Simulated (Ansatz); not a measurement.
# C2H6AlF: two geometries relaxed, part 2 of 2

Aim: relax the geometries before and after the reaction (1,2-elimination), and see whether they are two minima and how far apart in energy. Meant to form: H4–F2; to break: Al1–F2, H4–C3. The start is a guess near the saddle point, from which both ends are pulled out.

Ansatz 0.2.0; RKS PBE/def2-SVP. The steps go on from the part before.

## 4. Pulling towards end B

Springs on the bonds that form and break draw the guess towards this end; the thresholds are loose.

input.yaml

```yaml
crystal:
  periodic: [false, false, false]
  atoms:
    - { symbol: Al, position_ang: [-0.0111, 0.0689, 0.0454] }
    - { symbol: F, position_ang: [0.7079, -0.6117, -1.8207] }
    - { symbol: C, position_ang: [-0.178, 1.6234, -1.0663] }
    - { symbol: H, position_ang: [0.3399, 0.5507, -1.7883] }
    - { symbol: C, position_ang: [-0.0333, -1.3058, 1.4886] }
    - { symbol: H, position_ang: [-1.1764, 1.9857, -1.309] }
    - { symbol: H, position_ang: [0.4665, 2.48, -0.8743] }
    - { symbol: H, position_ang: [-1.0454, -1.6904, 1.6708] }
    - { symbol: H, position_ang: [0.5875, -2.1673, 1.2032] }
    - { symbol: H, position_ang: [0.3423, -0.9334, 2.4507] }
basis:
  gaussian: { orbitals: def2-SVP }
hamiltonian:
  xc: pbe
relax:
  f_tol: 0.15
  max_steps: 25
  restrain:
    - { distance: [3, 1], at: 0.88, k: 30.0 }
    - { distance: [0, 1], at: 3.08, k: 30.0 }
    - { distance: [3, 2], at: 2.37, k: 30.0 }
```

On the command line:

```sh
$ ansatz run input.yaml --threads 2 --pin off --max-ram 3072MiB --backend cpu --events-out ev --progress --plain --runs-dir out
```

Log:

```text
Warning: RAYON_NUM_THREADS=2 ignored (pool sized by the plan → 2); use --threads N
The last accepted step is kept in <dir> (removed where the run ends without a failure and the disk answers)
Engine: ansatz 0.2.0, aarch64-unknown-linux-gnu
Functional definition: PBE
  parameter kappa = 0.804
  parameter beta = 0.06672455060314922
  exchange = pbe_x(kappa = kappa, mu = beta*pi^2/3)
  correlation = pbe_c(beta = beta)
1005 factors; their error is unknown
mean field evaluation 1: about -11452.1598 eV, gradient 8.3e1 eV
mean field evaluation 2: about -11400.6868 eV, gradient 1.3e2 eV
mean field evaluation 4: about -11469.0930 eV, gradient 1.6e1 eV
mean field evaluation 8: about -11469.7294 eV, gradient 1.1e-1 eV
mean field evaluation 16: about -11469.6852 eV, gradient 2.7e-4 eV
mean field -11469.68517507 eV, -421.5031557520 hartree, gradient 2.0e-5 eV, S^2 0.000000; 0 other end points of the search recorded, 0 dependent functions left out
the calculation of the forces begins
reference -11469.68521387 eV, -421.5031571780 hartree; 20, 20 occupied and 70, 70 virtual orbitals, 1005 factors
relax step   1: F+E_penalty+E_count = -11469.68517507 eV  Δ(F+E_penalty+E_count) = +0.000e0 eV  max|allowed force component| = 2.806e0 eV/Å  E_restraint = 30.09339064 eV  max|allowed force component, restraints' pulls added| = 2.948e1 eV/Å  Δτ_max = 0.0000 Å  (29 SCF iters, accepted)
  distance H 3 - F 1 = 1.2197 Å
  distance Al 0 - F 1 = 2.1125 Å
  distance H 3 - C 2 = 1.3929 Å
these checks for a lower state are left out or cut short: starts, cluster_reference, orbital_swaps, neighbouring_geometries, increment
1005 factors; their error is unknown
mean field -11468.75950825 eV, -421.4691381237 hartree, gradient 1.1e-5 eV, S^2 0.000000; 0 other end points of the search recorded, 0 dependent functions left out
the calculation of the forces begins
reference -11468.75954759 eV, -421.4691395694 hartree; 20, 20 occupied and 70, 70 virtual orbitals, 1005 factors
relax step   2: F+E_penalty+E_count = -11468.75950825 eV  Δ(F+E_penalty+E_count) = +9.257e-1 eV  max|allowed force component| = 3.340e0 eV/Å  E_restraint = 13.12197103 eV  max|allowed force component, restraints' pulls added| = 2.081e1 eV/Å  Δτ_max = 0.1948 Å  (36 SCF iters, accepted)
  distance H 3 - F 1 = 1.1078 Å
  distance Al 0 - F 1 = 2.4427 Å
  distance H 3 - C 2 = 1.7244 Å
these checks for a lower state are left out or cut short: starts, cluster_reference, orbital_swaps, neighbouring_geometries, increment
1005 factors; their error is unknown
mean field evaluation 32: about -11468.4099 eV, gradient 2.6e-5 eV
mean field -11468.40991807 eV, -421.4562909215 hartree, gradient 1.5e-5 eV, S^2 0.000000; 0 other end points of the search recorded, 0 dependent functions left out
the calculation of the forces begins
reference -11468.40995659 eV, -421.4562923372 hartree; 20, 20 occupied and 70, 70 virtual orbitals, 1005 factors
relax step   3: F+E_penalty+E_count = -11468.40991807 eV  Δ(F+E_penalty+E_count) = +3.496e-1 eV  max|allowed force component| = 3.270e0 eV/Å  E_restraint = 3.57023718 eV  max|allowed force component, restraints' pulls added| = 8.728e0 eV/Å  Δτ_max = 0.1949 Å  (35 SCF iters, accepted)
  distance H 3 - F 1 = 0.9637 Å
  distance Al 0 - F 1 = 2.7327 Å
  distance H 3 - C 2 = 2.0377 Å
these checks for a lower state are left out or cut short: starts, cluster_reference, orbital_swaps, neighbouring_geometries, increment
1005 factors; their error is unknown
mean field -11468.25461696 eV, -421.4505837110 hartree, gradient 1.5e-5 eV, S^2 0.000000; 0 other end points of the search recorded, 0 dependent functions left out
the calculation of the forces begins
reference -11468.25465511 eV, -421.4505851129 hartree; 20, 20 occupied and 70, 70 virtual orbitals, 1005 factors
relax step   4: F+E_penalty+E_count = -11468.25461696 eV  Δ(F+E_penalty+E_count) = +1.553e-1 eV  max|allowed force component| = 3.135e0 eV/Å  E_restraint = 0.02833498 eV  max|allowed force component, restraints' pulls added| = 2.757e0 eV/Å  Δτ_max = 0.1942 Å  (34 SCF iters, accepted)
  distance H 3 - F 1 = 0.8993 Å
  distance Al 0 - F 1 = 3.0504 Å
  distance H 3 - C 2 = 2.3447 Å
these checks for a lower state are left out or cut short: starts, cluster_reference, orbital_swaps, neighbouring_geometries, increment
1005 factors; their error is unknown
mean field -11468.36384483 eV, -421.4545977611 hartree, gradient 1.2e-5 eV, S^2 0.000000; 0 other end points of the search recorded, 0 dependent functions left out
the calculation of the forces begins
reference -11468.36388321 eV, -421.4545991717 hartree; 20, 20 occupied and 70, 70 virtual orbitals, 1005 factors
relax step   5: F+E_penalty+E_count = -11468.36384483 eV  Δ(F+E_penalty+E_count) = -1.092e-1 eV  max|allowed force component| = 1.840e0 eV/Å  E_restraint = 0.03315442 eV  max|allowed force component, restraints' pulls added| = 1.609e0 eV/Å  Δτ_max = 0.1949 Å  (29 SCF iters, accepted)
  distance H 3 - F 1 = 0.9241 Å
  distance Al 0 - F 1 = 3.0793 Å
  distance H 3 - C 2 = 2.3536 Å
these checks for a lower state are left out or cut short: starts, cluster_reference, orbital_swaps, neighbouring_geometries, increment
1005 factors; their error is unknown
mean field -11468.45202659 eV, -421.4578383810 hartree, gradient 2.4e-5 eV, S^2 0.000000; 0 other end points of the search recorded, 0 dependent functions left out
the calculation of the forces begins
reference -11468.45206481 eV, -421.4578397858 hartree; 20, 20 occupied and 70, 70 virtual orbitals, 1005 factors
relax step   6: F+E_penalty+E_count = -11468.45202659 eV  Δ(F+E_penalty+E_count) = -8.818e-2 eV  max|allowed force component| = 1.407e0 eV/Å  E_restraint = 0.04126340 eV  max|allowed force component, restraints' pulls added| = 2.702e-1 eV/Å  Δτ_max = 0.0633 Å  (29 SCF iters, accepted)
  distance H 3 - F 1 = 0.9310 Å
  distance Al 0 - F 1 = 3.0746 Å
  distance H 3 - C 2 = 2.3592 Å
these checks for a lower state are left out or cut short: starts, cluster_reference, orbital_swaps, neighbouring_geometries, increment
1005 factors; their error is unknown
mean field evaluation 64: about -11468.4529 eV, gradient 1.3e-5 eV
mean field -11468.45294999 eV, -421.4578723156 hartree, gradient 1.3e-5 eV, S^2 0.000000; 0 other end points of the search recorded, 0 dependent functions left out
the calculation of the forces begins
reference -11468.45298795 eV, -421.4578737106 hartree; 20, 20 occupied and 70, 70 virtual orbitals, 1005 factors
relax step   7: F+E_penalty+E_count = -11468.45294999 eV  Δ(F+E_penalty+E_count) = -9.234e-4 eV  max|allowed force component| = 1.589e0 eV/Å  E_restraint = 0.03563944 eV  max|allowed force component, restraints' pulls added| = 7.246e-2 eV/Å  Δτ_max = 0.0491 Å  (29 SCF iters, accepted)
  distance H 3 - F 1 = 0.9275 Å
  distance Al 0 - F 1 = 3.0739 Å
  distance H 3 - C 2 = 2.3609 Å
1005 factors; their error is unknown
mean field -11468.45294999 eV, -421.4578723156 hartree, gradient 1.2e-5 eV, S^2 0.000000; 1 other end points of the search recorded, 0 dependent functions left out
the calculation of the forces begins
reference -11468.45298795 eV, -421.4578737106 hartree; 20, 20 occupied and 70, 70 virtual orbitals, 1005 factors
Total energy: -11468.45298795 eV, -421.4578737106 hartree
Atom 0 at    -0.208981     0.372154     0.395345 Å, force     0.037442    -0.038846    -0.080897 eV/Å
Atom 1 at     0.906092    -0.858698    -2.191280 Å, force     0.413488    -1.306179     0.001315 eV/Å
Atom 2 at    -0.297777     1.746672    -0.791871 Å, force     0.127083    -0.235632    -0.187688 eV/Å
Atom 3 at     0.608345     0.016673    -2.118401 Å, force    -0.588760     1.589298     0.314195 eV/Å
Atom 4 at    -0.049884    -1.240136     1.488536 Å, force    -0.017209     0.021837     0.021638 eV/Å
Atom 5 at    -1.275090     2.050664    -1.210423 Å, force    -0.004433    -0.009596    -0.012846 eV/Å
Atom 6 at     0.431965     2.575777    -0.739160 Å, force     0.013040    -0.009896    -0.009155 eV/Å
Atom 7 at    -1.065426    -1.648426     1.678867 Å, force     0.011256    -0.021888    -0.019001 eV/Å
Atom 8 at     0.564742    -2.030104     1.012101 Å, force    -0.011580     0.036042    -0.026490 eV/Å
Atom 9 at     0.385913    -0.984476     2.476387 Å, force     0.019674    -0.025141    -0.001073 eV/Å
Dipole moment:    -0.126061    -0.141856     0.584708 e Å
```

It took 12 s on 2 threads of Arm Neoverse V1, shared host; peak memory 0.12 GiB.

Step by step:

```
step  energy from step 1 (eV)  largest force component (eV/Å)
   1                   0.0000                          2.8063
   2                   0.9257                          3.3396
   3                   1.2753                          3.2698
   4                   1.4306                          3.1351
   5                   1.3213                          1.8395
   6                   1.2331                          1.4065
   7                   1.2322                          1.5893
```

Step 1 is the start. Energies and forces in the table leave out the springs, which the log lists apart; the run stops on the force with the springs' pull added.

After: Bond lengths: Al1–C3 1.818 Å, F2–H4 0.927 Å, Al1–C5 1.954 Å, C3–H6 1.106 Å, C3–H7 1.106 Å, C5–H8 1.111 Å, C5–H9 1.109 Å, C5–H10 1.110 Å. Angles: Al1–C3–H6 119.9°, Al1–C3–H7 120.2°, H6–C3–H7 113.3°, C3–Al1–C5 173.1°, Al1–C5–H8 108.9°, Al1–C5–H9 113.1°, Al1–C5–H10 109.9°, H8–C5–H9 108.6°, H8–C5–H10 106.9°, H9–C5–H10 109.2°.

Pairs that crossed the distance rule for bonds on the way: came closer F2–H4; moved apart Al1–F2.

## 5. Relaxing end B

It starts where the restrained run ended.

input.yaml

```yaml
crystal:
  periodic: [false, false, false]
  atoms:
    - { symbol: Al, position_ang: [-0.208981, 0.372154, 0.395345] }
    - { symbol: F, position_ang: [0.906092, -0.858698, -2.19128] }
    - { symbol: C, position_ang: [-0.297777, 1.746672, -0.791871] }
    - { symbol: H, position_ang: [0.608345, 0.016673, -2.118401] }
    - { symbol: C, position_ang: [-0.049884, -1.240136, 1.488536] }
    - { symbol: H, position_ang: [-1.27509, 2.050664, -1.210423] }
    - { symbol: H, position_ang: [0.431965, 2.575777, -0.73916] }
    - { symbol: H, position_ang: [-1.065426, -1.648426, 1.678867] }
    - { symbol: H, position_ang: [0.564742, -2.030104, 1.012101] }
    - { symbol: H, position_ang: [0.385913, -0.984476, 2.476387] }
basis:
  gaussian: { orbitals: def2-SVP }
hamiltonian:
  xc: pbe
relax:
  f_tol: 0.03
  max_steps: 50
```

On the command line:

```sh
$ ansatz run input.yaml --threads 2 --pin off --max-ram 3072MiB --backend cpu --events-out ev --progress --plain --runs-dir out
```

Log (excerpt; [...] marks lines left out):

```text
Warning: RAYON_NUM_THREADS=2 ignored (pool sized by the plan → 2); use --threads N
[...]
[... 1 set-up line as earlier in the session ...]
[...]
1005 factors; their error is unknown
[...]
mean field -11468.45295191 eV, -421.4578723859 hartree, gradient 4.0e-5 eV, S^2 0.000000; 0 other end points of the search recorded, 0 dependent functions left out
[...]
reference -11468.45299017 eV, -421.4578737920 hartree; 20, 20 occupied and 70, 70 virtual orbitals, 1005 factors
relax step   1: F+E_penalty+E_count = -11468.45295191 eV  Δ(F+E_penalty+E_count) = +0.000e0 eV  max|allowed force component| = 1.589e0 eV/Å  Δτ_max = 0.0000 Å  (27 SCF iters, accepted)
[...]
relax step   4: F+E_penalty+E_count = -11469.10535251 eV  Δ(F+E_penalty+E_count) = -3.050e-1 eV  max|allowed force component| = 1.523e0 eV/Å  Δτ_max = 0.1952 Å  (37 SCF iters, accepted)
[...]
Total energy: -11472.76877428 eV, -421.6164759329 hartree
Atom 0 at     0.247701    -0.403014    -0.463317 Å, force    -0.003426     0.005448     0.003125 eV/Å
Atom 1 at     0.818602    -1.452757    -1.657461 Å, force     0.000775    -0.000379     0.000323 eV/Å
Atom 2 at    -0.128613     1.442827    -0.999349 Å, force     0.000209    -0.006809     0.000929 eV/Å
Atom 3 at     0.144640     1.642237    -2.055032 Å, force     0.001178     0.000263    -0.001770 eV/Å
Atom 4 at    -0.016793    -1.152817     1.326385 Å, force    -0.002601     0.000440    -0.005358 eV/Å
Atom 5 at    -1.209781     1.672675    -0.881011 Å, force    -0.001620     0.001453    -0.000163 eV/Å
Atom 6 at     0.416104     2.170267    -0.360256 Å, force     0.002900    -0.000998     0.002376 eV/Å
Atom 7 at    -1.096100    -1.362436     1.494832 Å, force     0.002083    -0.002794     0.002791 eV/Å
Atom 8 at     0.528332    -2.107867     1.469139 Å, force     0.000997     0.002254    -0.000349 eV/Å
Atom 9 at     0.295806    -0.449017     2.126171 Å, force    -0.000495     0.001122    -0.001905 eV/Å
Dipole moment:    -0.136583     0.241638     0.276289 e Å
```

Wall time 22 s (2 threads of Arm Neoverse V1, shared host); peak memory 0.12 GiB.

Step by step:

```
step  energy from step 1 (eV)  largest force component (eV/Å)
   1                   0.0000                          1.5893
   2                  -0.1565                          1.2520
   3                  -0.3474                          0.5160
   4                  -0.6524                          1.5228
   5                  -1.3145                          2.7927
   6                  -2.2171                          3.0741
   7                  -3.1307                          1.9557
   8                  -3.7334                          1.1956
   9                  -3.9593                          1.2783
  10                  -4.1855                          0.5497
  11                  -4.2944                          0.2113
  12                  -4.3111                          0.2058
  13                  -4.3156                          0.0360
  14                  -4.3158                          0.0068
```

Step 1 is the start.

After: Bond lengths: Al1–F2 1.689 Å, Al1–C3 1.959 Å, C3–H4 1.109 Å, Al1–C5 1.958 Å, C3–H6 1.112 Å, C3–H7 1.111 Å, C5–H8 1.112 Å, C5–H9 1.109 Å, C5–H10 1.110 Å. Angles (14 of 15 angles, heavy atoms first): F2–Al1–C3 117.2°, F2–Al1–C5 117.0°, C3–Al1–C5 125.8°, Al1–C3–H4 112.5°, Al1–C3–H6 110.6°, Al1–C3–H7 111.4°, Al1–C5–H8 110.0°, Al1–C5–H9 112.4°, Al1–C5–H10 112.2°, H4–C3–H6 107.7°, H4–C3–H7 108.0°, H6–C3–H7 106.3°, H8–C5–H9 107.2°, H8–C5–H10 106.5°.

Pairs that crossed the distance rule for bonds on the way: came closer Al1–F2, C3–H4; moved apart F2–H4.

## 6. Summary of results

This closing draws on all 2 parts.

```
                           quantity                     value
                              end A   5 moves, 0.375 eV lower
                              end B  13 moves, 4.316 eV lower
largest difference between the ends                    0.07 Å
            end B relative to end A                 +0.000 eV
```

Both starts fell into the same minimum (no atom differs by more than 0.07 Å), so from this start no second minimum was found and no band was run; another arrangement could still be one.
